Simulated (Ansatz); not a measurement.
# FeGe: the cost of one run

Computed with Ansatz 0.2.0, driven from Python. Level of theory: DFT LDA, plane waves, PAW.

### 1 The structure

Symmetry: P6/mmm, No. 191, hexagonal system. Conventional cell: a = 4.998 Å, b = 4.998 Å, c = 4.116 Å, α = 90.00°, β = 90.00°, γ = 120.00°. Around Fe (site symmetry mmm) lie 4 Fe at 2.50 Å and 6 Ge at 2.50 to 2.51 Å. Ge (site symmetry 6/mmm) has 6 Fe at 2.50 Å in its first shell of neighbours. Ge (site symmetry -6m2) is surrounded by 6 Fe at 2.51 Å and 3 Ge at 2.89 Å.

The script holds or builds the structure itself.

### 2 Script

File fege_relax.py:

```python
"""Ionic relaxation of FeGe."""

import ansatz as az
from ase import Atoms
import numpy as np
from pymatgen.core import Structure


def main() -> None:
    atoms = Atoms(
        ["Fe", "Fe", "Fe", "Ge", "Ge", "Ge"],
        scaled_positions=[
            (0.5, 0.0, 0.0),
            (0.5, 0.5, 0.0),
            (0.0, 0.5, 0.0),
            (0.0, 0.0, 0.0),
            (1 / 3, 2 / 3, 0.5),
            (2 / 3, 1 / 3, 0.5),
        ],
        cell=[
            (4.997602, 0.0, 0.0),
            (-2.498801, 4.328051, 0.0),
            (0.0, 0.0, 4.115761),
        ],
        pbc=True,
    )
    atoms.set_initial_magnetic_moments([3.5, 3.5, 3.5, 0.0, 0.0, 0.0])
    crystal = az.Crystal.from_ase(atoms)
    # push one atom off its site

    job = (
        crystal.move(0, to=(0.515781, 0.011553, 0.0)).calculation()
        .kpoints(spacing=0.29)
        .pseudopotentials("paw")
        .occupations("fermi_dirac", width=0.15)
        .spin("collinear")
        .basis(420)
        .functional(az.Functional.LDA)
        .relax(force_tolerance=0.02, max_steps=60)
    )
    steps = []


    def collect(event):
        if event["event"] == "relax_step":
            steps.append(event["data"])


    done = job.session().plan().execute(on_event=collect)
    rep = done.report
    print("step   energy (eV)     max comp. (eV/A)  SCF")
    for s in steps:
        print(f"{s['step']:4d} {s['lagrangian_ev']:15.5f} {s['allowed_force_max_ev_ang']:12.4f} {s['n_scf']:5d}")

    first, last = steps[0], steps[-1]
    symbols = [site.symbol for site in done.lattice.sites]
    print(f"energy gained {first['lagrangian_ev'] - last['lagrangian_ev']:.4f} eV in {len(steps) - 1} steps")

    print("atom   start x y z (A)              end x y z (A)")
    for symbol, a, b in zip(symbols, first["positions_ang"], last["positions_ang"]):
        print(f"{symbol:3s}", " ".join(f"{v:8.4f}" for v in a), "  ", " ".join(f"{v:8.4f}" for v in b))

    print("relaxed fractional positions")
    for site in done.lattice.sites:
        print(f"  {site.symbol:2s}", " ".join(f"{v % 1:8.5f}" for v in np.round(site.position_frac, 5)))

    print("%-22s %14.5f eV" % ("F = E - TS", rep["free_energy_ev"]))
    print("%-22s %14.5f eV" % ("E", rep["internal_energy_ev"]))
    print("%-22s %14.5f eV" % ("Harris-Foulkes", rep["harris_foulkes_ev"]))
    print("%-22s %14.5f eV" % ("Fermi level", rep["fermi_energy_ev"]))

    print(f"net moment {rep['magnetization_mub']:.3f} muB, absolute {rep['absolute_magnetization_mub']:.3f} muB")
    for index, (site, m) in enumerate(zip(done.lattice.sites, rep["site_moments_mub"])):
        print(f"  {index:2d} {site.symbol:2s} {m:7.3f}")

    final = Structure(done.lattice.cell_ang, [s.symbol for s in done.lattice.sites], [s.position_frac for s in done.lattice.sites])
    distances = np.array([n.nn_distance for shell in final.get_all_neighbors(6.0) for n in shell])
    values, counts = np.unique(distances.round(2), return_counts=True)
    print("distance (A)  neighbours per atom")
    for value, count in list(zip(values, counts))[:14]:
        print(f"{value:10.2f} {count / len(final):10.2f}")


if __name__ == "__main__":
    main()
```

### 3 The calls as engine input

The package turns the script's settings into the engine's input:

```yaml
crystal:
  lattice:
    - [4.997602, 0.0, 0.0]
    - [-2.498801, 4.328051, 0.0]
    - [0.0, 0.0, 4.115761]
  atoms:
    - { symbol: Fe, position: [0.515781, 0.011553, 0.0], spin: 3.5 }
    - { symbol: Fe, position: [0.5, 0.5, 0.0], spin: 3.5 }
    - { symbol: Fe, position: [0.0, 0.5, 0.0], spin: 3.5 }
    - { symbol: Ge, position: [0.0, 0.0, 0.0], spin: 0.0 }
    - { symbol: Ge, position: [0.3333333333333333, 0.6666666666666666, 0.5], spin: 0.0 }
    - { symbol: Ge, position: [0.6666666666666666, 0.3333333333333333, 0.5], spin: 0.0 }
basis:
  ecutwfc: 420.0
kpoints:
  mp_grid:
    kspacing: 0.29
hamiltonian:
  xc: lda
  pseudopotentials:
    kind: paw
magnetization:
  spin_polarized: true
scf:
  occupations:
    method: fermi_dirac
    width: 0.15
relax:
  f_tol: 0.02
  max_steps: 60
```

### 4 Running it

The run is started by

```bash
$ python fege_relax.py
```

Q: Estimate wall time and peak memory on 1 thread of AMD EPYC 9R45 (Zen 5), shared host.

About 87 s, with a peak of 0.94 GiB.
